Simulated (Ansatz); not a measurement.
# AlH5N2O: short molecular-dynamics run, by script

A script is to give a short molecular-dynamics run; the system is AlH5N2O.

Program: Ansatz 0.2.0, driven from Python. Level of theory: Hartree-Fock/def2-SVP. These are calculated values, not measurements.

## 1. Starting point

Bond lengths: N1–Al2 1.867 Å, Al2–N3 1.886 Å, Al2–O4 1.778 Å, N1–H5 1.062 Å, N1–H6 1.113 Å, N3–H7 1.089 Å, N3–H8 1.004 Å, O4–H9 1.008 Å. Angles: N1–Al2–N3 118.4°, N1–Al2–O4 122.4°, N3–Al2–O4 119.2°, Al2–N1–H5 109.8°, Al2–N1–H6 107.3°, H5–N1–H6 103.2°, Al2–N3–H7 108.0°, Al2–N3–H8 110.7°, H7–N3–H8 105.9°, Al2–O4–H9 110.4°.

alh5n2o.xyz, read by the script:

```xyz
9

N    -0.21390    1.39020   -1.17760
Al   -0.10510    0.00000    0.06370
N     1.34470   -1.19980   -0.05930
O    -1.29140   -0.20420    1.37210
H    -0.37060    0.99260   -2.15000
H    -1.15820    1.94270   -0.97460
H     1.89090   -1.16420    0.88190
H     1.01670   -2.14430   -0.15060
H    -1.02460    0.34080    2.17730
```

## 2. The code

The input, alh5n2o_md.py:

```python
"""A short Born-Oppenheimer trajectory of AlH5N2O."""

import ansatz as az
import numpy as np

BASIS_SET = "def2-SVP"
XC = "HF"
N_STEPS = 30
TEMPERATURE_K = 800

system = az.Crystal.molecule_from_extxyz("alh5n2o.xyz")

model = (
    system.calculation()
    .basis(gaussian=BASIS_SET)
    .functional(XC)
)
symbols = [site.symbol for site in system.cartesian_sites]
start = np.array([site.position_ang for site in system.cartesian_sites], dtype=float)
report = model.relax(force_tolerance=0.02).run().report
end = np.array(report["positions_ang"])
minimum = az.Crystal.molecule()
for symbol, place in zip(symbols, end):
    minimum = minimum.atom(symbol, place.tolist())

# dynamics from the relaxed geometry
model = (
    minimum.calculation()
    .basis(gaussian=BASIS_SET)
    .functional(XC)
    .md("nvt_langevin", timestep=0.5, steps=N_STEPS, temperature=TEMPERATURE_K, initial_velocities="maxwell_boltzmann", seed=8, friction=0.01)
)
frames = []
result = model.session().plan().execute(on_event=lambda e: frames.append(e["data"]) if e["event"] == "md_step" else None)
print("t (fs)   E_pot (eV)      E_kin (eV)   T (K)   d(0-1) (A)")
for f in frames[::3]:
    xyz = np.array(f["positions_ang"])
    print(f"{f['time_fs']:6.2f} {f['lagrangian_ev']:14.5f} {f['e_kin_ev']:10.5f} {f['temperature_k']:8.1f} {np.linalg.norm(xyz[0] - xyz[1]):9.4f}")
print("mean temperature", round(float(np.mean([f["temperature_k"] for f in frames])), 1), "K")
```

## 3. The input behind the calls

The engine receives this input (first run):

```yaml
crystal:
  periodic: [false, false, false]
  atoms:
    - { symbol: "N", position_ang: [-0.2139, 1.3902, -1.1776] }
    - { symbol: Al, position_ang: [-0.1051, 0.0, 0.0637] }
    - { symbol: "N", position_ang: [1.3447, -1.1998, -0.0593] }
    - { symbol: O, position_ang: [-1.2914, -0.2042, 1.3721] }
    - { symbol: H, position_ang: [-0.3706, 0.9926, -2.15] }
    - { symbol: H, position_ang: [-1.1582, 1.9427, -0.9746] }
    - { symbol: H, position_ang: [1.8909, -1.1642, 0.8819] }
    - { symbol: H, position_ang: [1.0167, -2.1443, -0.1506] }
    - { symbol: H, position_ang: [-1.0246, 0.3408, 2.1773] }
basis:
  gaussian:
    orbitals: def2-SVP
hamiltonian:
  xc: hf
relax:
  f_tol: 0.02
```

## 4. Running it

On the command line:

```sh
> python alh5n2o_md.py
```

Q: Predict the main results. Wanted: moves of the relaxation of run 1; energy gained in run 1; last largest force component of run 1; mean temperature, second half; farthest move.

**Answer**, as computed:

```
                             quantity            value
                        runs compared                2
     moves of the relaxation of run 1               13
               energy gained in run 1         1.575 eV
last largest force component of run 1      0.0016 eV/Å
                    length of the run  30 steps, 15 fs
        mean temperature, second half            565 K
                        farthest move           0.49 Å
```

**Reading.** Run 1: After 13 moves the largest shift is 1.467 Å, of atom 7 (H). So large a move can change the bonding: the results belong to the relaxed structure. The temperature swings between 498 and 772 K, with a mean of 565 K in the second half; 9 atoms fluctuate widely. 15 fs show the first vibrations only, not equilibrium. Caveats:
- The trajectory is only some femtoseconds long, and gives no averages; where the script doesn't relax first, it starts from a rough generated geometry.
- The printed temperature counts all 3N degrees of freedom under Langevin dynamics, so the first row lies under the target.
